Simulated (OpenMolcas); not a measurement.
# Au⁴⁺ among point charges: CASSCF and CASPT2 levels and susceptibility

Aim: the splitting of the states of Au⁴⁺ in the field of 6 point charges, its lowest levels with spin-orbit coupling and its magnetic susceptibility.

The numbers are computed with OpenMolcas 26.06 (state-averaged CASSCF and CASPT2, spin-orbit coupling by RASSI with atomic mean-field integrals), except any that are marked as measured or tabulated.

**1. Starting point**

```
Species                           : Au⁴⁺ (gold, Z = 79, 75 electrons)
Basis                             : ANO-RCC-VDZP [7s6p4d2f], 59 functions
Scalar Hamiltonian                : DKH2, point nucleus
Inactive shells                   : 1s 2s 2p 3s 3p 3d 4s 4p 4d 4f 5s 5p
Active space                      : 7 electrons in 5 orbitals (5d)
Some configurations of this space : 5d7
Orbitals                          : optimised for each spin and parity, averaged over all roots
```

Outer shells as boxes (Hund's rule):

5d7
```
5d [↑↓][↑↓][↑ ][↑ ][↑ ]
```

The ion sits among 6 point charges of -1.7 e arranged as an octahedron (Oh), 2.44 Å from the ion.

The work runs as a chain of OpenMolcas steps in one folder; each step below is one input file. Labels, J, g values, rates, χT and fits are worked out afterwards by a script from the matrices that RASSI stores. The input lists half of the charges; inversion (Group=XYZ) makes the rest.

**2. Basis and integrals**

File a.inp:

```
&GATEWAY
Coord
1

Au 0.0 0.0 0.0
Basis=ANO-RCC-VDZP
Group=XYZ
NoMove
AngMom=0.0 0.0 0.0
AMFI
XField
3 Angstrom 0
2.440000 0.000000 0.000000 -1.700000
0.000000 2.440000 0.000000 -1.700000
0.000000 0.000000 2.440000 -1.700000
&SEWARD
```

Launch:

```
> OMP_NUM_THREADS=1 MOLCAS_MEM=1689 MOLCAS_PROJECT=a pymolcas a.inp > a.log
```

**3. Reference wave functions, quartets of even parity, 10 roots**

File a.inp:

```
&RASSCF
FileOrb=start.orb
Symmetry=1
Spin=4
nActEl=7 0 0
Inactive=15 19
Ras2=5 0
CIRoot=10 10 1
SDav=10
CIMx=300
Iter=120 100
PrWF=0.3
OrbListing=Nothing
MaxOrb=0
>>> COPY $Project.JobIph JOB001
```

start.orb holds the contracted functions of the basis, ordered by shell, or the orbitals of the step before.

**4. Reference wave functions, doublets of even parity, 40 roots**

File a.inp:

```
&RASSCF
FileOrb=start.orb
Symmetry=1
Spin=2
nActEl=7 0 0
Inactive=15 19
Ras2=5 0
CIRoot=40 40 1
SDav=40
CIMx=300
Iter=120 100
PrWF=0.3
OrbListing=Nothing
MaxOrb=0
>>> COPY $Project.JobIph JOB002
```

**5. State interaction with spin-orbit coupling**

File a.inp:

```
&RASSI
NrOfJobIphs=2 10 40
1 2 3 4 5 6 7 8 9 10
1 2 3 4 5 6 7 8 9 10 11 12 13 14 15 16 17 18 19 20 21 22 23 24 25 26 27
28 29 30 31 32 33 34 35 36 37 38 39 40
IphNames
JOB001
JOB002
EJob
SpinOrbit
DIPRint=1.0
SOCoupling=1000.0
Subsets=2
Property=9
'ANGMOM' 1 'ANGMOM' 2 'ANGMOM' 3 'MLTPL  1' 1 'MLTPL  1' 2 'MLTPL  1' 3
'AMFI' 1 'AMFI' 2 'AMFI' 3
SOProperty=3
'ANGMOM' 1 'ANGMOM' 2 'ANGMOM' 3
```

**6. CASPT2: IPEA 0.25, imaginary shift 0.1 (closed shells correlated: 5s 5p)**

File a.inp:

```
>>> COPY JOB001 $Project.JobIph
&CASPT2
Multistate=10 1 2 3 4 5 6 7 8 9 10
NoMult
Frozen=14 16
IPEA=0.25
Imaginary=0.1
MaxIter=60
WThr=0.0 0.3 0.05
PrWF=0.5
NoMix
>>> COPY JOB002 $Project.JobIph
&CASPT2
Multistate=40 1 2 3 4 5 6 7 8 9 10 11 12 13 14 15 16 17 18 19 20 21 22
23 24 25 26 27 28 29 30 31 32 33 34 35 36 37 38 39 40
NoMult
Frozen=14 16
IPEA=0.25
Imaginary=0.1
MaxIter=60
WThr=0.0 0.3 0.05
PrWF=0.5
NoMix
```

(Steps that only read results are left out.)

Before running it: what results should come out? Wanted: spin-free ground state; first state of the same spin within the active space; lowest level; next level.

As calculated:

| quantity | value |
| --- | --- |
| method | SS-CASPT2, IPEA 0.25, imaginary shift 0.1 (closed shells correlated: 5s 5p) |
| spin-free ground state | 4T1, 3-fold in its orbital part |
| first state of the same spin within the active space | 4T2 at 2300 cm⁻¹ |
| lowest level | 2-fold Γ6, g = 4.83, 4.83, 4.83 |
| next level | 482.1 cm⁻¹ |
| χT at 300 K | 4.17 cm³ K/mol |
| effective moment at 300 K | 5.78 μB |

Cost by method:

```
                                              method  time of its own steps  time with the reference
                                           A. CASSCF                   11 s                     11 s
B. SS-CASPT2, IPEA 0.25, imaginary shift 0.1, +5s 5p                  4.3 s                     15 s
```

Times are of one thread on a shared host.

In words: The spin-free ground state (4T1) comes to 100 % from free-ion F terms and keeps the highest spin of the shell. χT at 300 K is 4.17, against 1.88 cm³ K/mol for the spin alone, so orbital moment adds to it. An active space of the d shell alone favours high spin; real ions in strong fields can be low spin. A ligand-field fit to the states below 45000 cm-1 gives 10Dq = 2700 cm-1, B = 865 cm-1 and C = 3750 cm-1 (C/B = 4.34), with a deviation of 357 cm-1. CASPT2 does not keep the components of a term degenerate, and the means are used. The field of point charges can differ much from that of real complexes. With metal d orbitals alone active, the gaps between spin states are rough; where two lie within a few thousand cm-1, their order is open. Point charges carry no covalency, so the field is a model and not that of real ligands.
